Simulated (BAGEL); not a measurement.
# CH3NSSi (Si(NCS)H3) at 4 levels

Wanted: a comparison of 4 runs (B3LYP/6-31G*, B3LYP/def2-SVP, PBE0/def2-SVP, RI-MP2/def2-SVP) of CH3NSSi (Si(NCS)H3). 

Program for the calculation: BAGEL 1.2.2.

7 further runs of the same task are left out: 5 that didn't finish, 2 set aside as unsound or not needed.

### 1 The molecule

CH3NSSi: 7 atoms, total charge 0, spin state singlet. As SMILES, `[H][Si]([H])([H])N=C=S`. Geometry: relaxed at GFN2-xTB.

Bond lengths: Si1–N2 1.717 Å, N2–C3 1.188 Å, C3–S4 1.552 Å, Si1–H5 1.459 Å, Si1–H6 1.459 Å, Si1–H7 1.460 Å. Angles: Si1–N2–C3 177.6°, N2–C3–S4 179.6°, N2–Si1–H5 105.9°, N2–Si1–H6 105.4°, N2–Si1–H7 106.0°, H5–Si1–H6 113.0°, H5–Si1–H7 112.8°, H6–Si1–H7 112.9°.

### 2 The energy at B3LYP/6-31G(d) (density fitting with qzvpp-jkfit, spherical functions) (run 1)

File input.json:

```json
{ "bagel" : [

{
  "title" : "molecule",
  "basis" : "6-31gs.json",
  "df_basis" : "qzvpp-jkfit",
  "angstrom" : "true",
  "geometry" : [
    { "atom" : "Si", "xyz" : [   -0.002120,   -0.002250,   -1.126530 ] },
    { "atom" : "N", "xyz" : [   -0.011450,    0.030840,    0.590010 ] },
    { "atom" : "C", "xyz" : [    0.002610,    0.008600,    1.777500 ] },
    { "atom" : "S", "xyz" : [    0.013190,   -0.011980,    3.329490 ] },
    { "atom" : "H", "xyz" : [    1.403140,   -0.007420,   -1.519630 ] },
    { "atom" : "H", "xyz" : [   -0.704610,    1.207660,   -1.541340 ] },
    { "atom" : "H", "xyz" : [   -0.700770,   -1.225460,   -1.509500 ] }
  ]
},
{ "title" : "ks", "xc_func" : "b3lyp" },
{ "title" : "print", "file" : "orbitals.molden", "orbitals" : "true" }

]}
```

The basis set 6-31G* is read from a file made from the Basis Set Exchange's data (not shown).

Command:

```console
$ BAGEL_NUM_THREADS=1 BAGEL input.json > input.out
```

Log:

```text
* using 1 threads per process

  ===============================================================
  ===============================================================

  *** Geometry ***

[... 20 lines left out ...]
    * Removing 11246 points whose weight is below 1.00e-10
[... 2 lines left out ...]
  === Nuclear Repulsion ===
   173.1284137341

       - DIIS with orbital gradients will be used.

  === KS iteration (b3lyp / 6-31gs.json) ===
      0       -754.18835024          0.14215767           0.27
      1       -737.14314106          0.11028325           0.25
      2       -671.47638513          0.20047470           0.26
[... 18 lines of this table left out ...]
     21       -782.35830658          0.00000001           0.25
    * SCF iteration converged.

    * Permanent dipole moment:
           (   -0.002708,     0.011568,     1.119693) a.u.

    * METHOD: KS                                   5.94

    * METHOD: PRINT                                0.01

  ===============================================================
```

Wall time 6.3 s (1 thread of Arm Neoverse V2, shared host); peak memory 0.34 GiB.

### 3 A single-point energy at B3LYP/def2-SVP (density fitting with qzvpp-jkfit) (run 2)

File input.json:

```json
{ "bagel" : [

{
  "title" : "molecule",
  "basis" : "svp",
  "df_basis" : "qzvpp-jkfit",
  "angstrom" : true,
  "geometry" : [
    { "atom" : "Si", "xyz" : [      -0.002120,      -0.002250,      -1.126530 ] },
    { "atom" : "N", "xyz" : [      -0.011450,       0.030840,       0.590010 ] },
    { "atom" : "C", "xyz" : [       0.002610,       0.008600,       1.777500 ] },
    { "atom" : "S", "xyz" : [       0.013190,      -0.011980,       3.329490 ] },
    { "atom" : "H", "xyz" : [       1.403140,      -0.007420,      -1.519630 ] },
    { "atom" : "H", "xyz" : [      -0.704610,       1.207660,      -1.541340 ] },
    { "atom" : "H", "xyz" : [      -0.700770,      -1.225460,      -1.509500 ] }
  ]
},

{
  "title" : "ks",
  "xc_func" : "b3lyp"
},

{
  "title" : "print",
  "file" : "orbitals.molden",
  "orbitals" : true
}

]}
```

Command:

```console
$ BAGEL_NUM_THREADS=1 BAGEL input.json > input.out
```

Log:

```text
* using 1 threads per process

  ===============================================================
  ===============================================================

  *** Geometry ***

[... 20 lines left out ...]
    * Removing 11246 points whose weight is below 1.00e-10
[... 2 lines left out ...]
  === Nuclear Repulsion ===
   173.1284137341

       - DIIS with orbital gradients will be used.

  === KS iteration (b3lyp / svp) ===
      0       -756.16960286          0.10820619           0.30
      1       -726.01741504          0.11435989           0.28
      2       -632.56742490          0.16798812           0.28
[... 17 lines of this table left out ...]
     20       -782.11580926          0.00000001           0.29
    * SCF iteration converged.

    * Permanent dipole moment:
           (   -0.003158,     0.011946,     0.974786) a.u.

    * METHOD: KS                                   6.31

    * METHOD: PRINT                                0.01

  ===============================================================
```

Run time: 6.9 s. Hardware: 1 thread of Arm Neoverse V2, shared host; peak memory 0.37 GiB.

Run 3 isn't shown in full; the table further down has it.

### 4 A single-point energy at RI-MP2/def2-SVP (density fitting with qzvpp-jkfit) (run 4)

File input.json:

```json
{ "bagel" : [

{
  "title" : "molecule",
  "basis" : "svp",
  "df_basis" : "qzvpp-jkfit",
  "angstrom" : "true",
  "geometry" : [
    { "atom" : "Si", "xyz" : [   -0.002120,   -0.002250,   -1.126530 ] },
    { "atom" : "N", "xyz" : [   -0.011450,    0.030840,    0.590010 ] },
    { "atom" : "C", "xyz" : [    0.002610,    0.008600,    1.777500 ] },
    { "atom" : "S", "xyz" : [    0.013190,   -0.011980,    3.329490 ] },
    { "atom" : "H", "xyz" : [    1.403140,   -0.007420,   -1.519630 ] },
    { "atom" : "H", "xyz" : [   -0.704610,    1.207660,   -1.541340 ] },
    { "atom" : "H", "xyz" : [   -0.700770,   -1.225460,   -1.509500 ] }
  ]
},
{ "title" : "hf" },
{ "title" : "mp2", "ncore" : 12 }

]}
```

Command:

```console
$ BAGEL_NUM_THREADS=1 BAGEL input.json > input.out
```

Log:

```text
* using 1 threads per process

  ===============================================================
  ===============================================================

  *** Geometry ***

[... 31 lines left out ...]
    * SCF iteration converged.
[... 1 line left out ...]
    * Permanent dipole moment:
[... 2 lines left out ...]
    * METHOD: HF                                   1.01

  *** RHF ***

  === Nuclear Repulsion ===
   173.1284137341

      * DIIS with orbital gradients will be used.

  === RHF iteration (svp) ===
      0       -780.25983643          0.00000001           0.06
    * SCF iteration converged.

    * Permanent dipole moment:
           (   -0.004415,     0.014299,     1.119335) a.u.

  === DF-MP2 calculation ===

    * freezing 12 orbitals
    * 3-index integral transformation done
    * assembly done

      MP2 correlation energy:   -0.5074449300      0.03

      MP2 total energy:       -780.7672813559

    * METHOD: MP2                                  0.16

  ===============================================================
```

It took 1.5 s on 1 thread of Arm Neoverse V2, shared host; peak memory 0.11 GiB.

### 5 The series

```
run                                                                 level  frozen core orbitals  energy (Eh)  dipole moment (D)  HOMO energy (eV)  LUMO energy (eV)  wall time
  1  B3LYP/6-31G* (density fitting with qzvpp-jkfit, spherical functions)                     –  -782.358307               2.85             -7.04             -0.30      6.3 s
  2                     B3LYP/def2-SVP (density fitting with qzvpp-jkfit)                     –  -782.115809               2.48             -7.02             -0.31      6.9 s
  3                      PBE0/def2-SVP (density fitting with qzvpp-jkfit)                     –  -781.702658               2.59             -7.34             -0.19      6.6 s
  4                    RI-MP2/def2-SVP (density fitting with qzvpp-jkfit)                    12  -780.767281                  –                 –                 –      1.5 s
```

### 6 Results

| quantity | value |
| --- | --- |
| run 4: total energy | -780.76728 Eh |
| run 4: correlation energy (12 core orbitals frozen) | -507.4 mEh |

What this shows: Over runs 1, 2, 3 the dipole moment (its size) runs from 2.48 D (B3LYP/def2-SVP) to 2.85 D (B3LYP/6-31G*). Over runs 1, 2, 3 the HOMO–LUMO gap runs from 6.71 eV (B3LYP/def2-SVP) to 7.15 eV (PBE0/def2-SVP). Totals of different functionals can't be ranked against each other. All runs together took 21 s, the longest 6.9 s.
